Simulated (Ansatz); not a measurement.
# C2HBrClF: up Jacob's ladder to CCSD(T)

One table from this session's results is given with a row withheld; the runs are named, their logs left out.

The runs use Ansatz 0.2.0, Gaussian basis; functionals in def2-TZVPP, the program's frozen cores in correlated methods.

The runs, in order: PBE-D4, r2SCAN-D4, PBE0-D4, B3LYP-D4, ωB97X-V, ωB97M-V, B2PLYP; CCSD(T)/def2-TZVPP; MP2/def2-QZVPP; extrapolation to the limit.

## Structure used throughout

An earlier PBE0-D4 in a triple-zeta def2 set relaxation fixed the geometry.

SMILES `F/C(Br)=C/Cl`, 6 atoms, charge 0, spin multiplicity 1.

Atoms are counted from 1 here; the program's logs count them from 0.

Bond lengths: F1–C2 1.325 Å, C2–Br3 1.858 Å, C2–C4 1.325 Å, C4–Cl5 1.700 Å, C4–H6 1.082 Å. Angles: F1–C2–Br3 113.5°, F1–C2–C4 120.1°, Br3–C2–C4 126.4°, C2–C4–Cl5 124.2°, C2–C4–H6 119.5°, Cl5–C4–H6 116.3°.

The first run:

in.yaml reads:

```yaml
crystal:
  periodic: [false, false, false]
  atoms:
    - {symbol: F, position_ang: [-0.269061, -1.464951, 1.040409]}
    - {symbol: C, position_ang: [0.167884, -0.593969, 0.142754]}
    - {symbol: Br, position_ang: [1.520771, -1.262381, -0.940770]}
    - {symbol: C, position_ang: [-0.359065, 0.620088, 0.084911]}
    - {symbol: Cl, position_ang: [0.121340, 1.818099, -1.021601]}
    - {symbol: H, position_ang: [-1.147071, 0.891913, 0.774597]}
basis:
  gaussian: {orbitals: def2-TZVPP}
hamiltonian: {xc: pbe, dispersion: d4}
output: {forces: true, orbitals: {seedname: orbitals}}
```

Launch:

```bash
ansatz run in.yaml --threads 4 --pin off --events-out ev --progress --plain --max-ram 10444MiB
```

Among the steps run: PBE-D4 (GGA); r2SCAN-D4 (meta-GGA); PBE0-D4 (hybrid); B3LYP-D4 (hybrid); ωB97X-V (range-separated); ωB97M-V (range-separated); B2PLYP (double hybrid); CCSD(T) in def2-TZVPP; MP2 in def2-QZVPP.

One table of the session follows, with a row left open; its other results are not shown here.

It belongs to the step «Atomisation energies». 

```
            method  atomisation energy (kJ/mol)
            PBE-D4                       2281.5
         r2SCAN-D4                       2178.9
           PBE0-D4                       2191.3
          B3LYP-D4                       2134.0
           ωB97X-V                       2149.8
           ωB97M-V                       2154.3
            B2PLYP                       2116.1
     HF/def2-TZVPP                       1410.4
    MP2/def2-TZVPP                       2179.7
   CCSD/def2-TZVPP                            ?
CCSD(T)/def2-TZVPP                       2074.6
           MP2/CBS                       2252.4
       CCSD(T)/CBS                       2147.3
```

Estimate the missing values for CCSD/def2-TZVPP.

The run gave: atomisation energy (kJ/mol): 2011.4. In the column «atomisation energy (kJ/mol)» it lies between HF/def2-TZVPP (1410.4) and CCSD(T)/def2-TZVPP (2074.6).
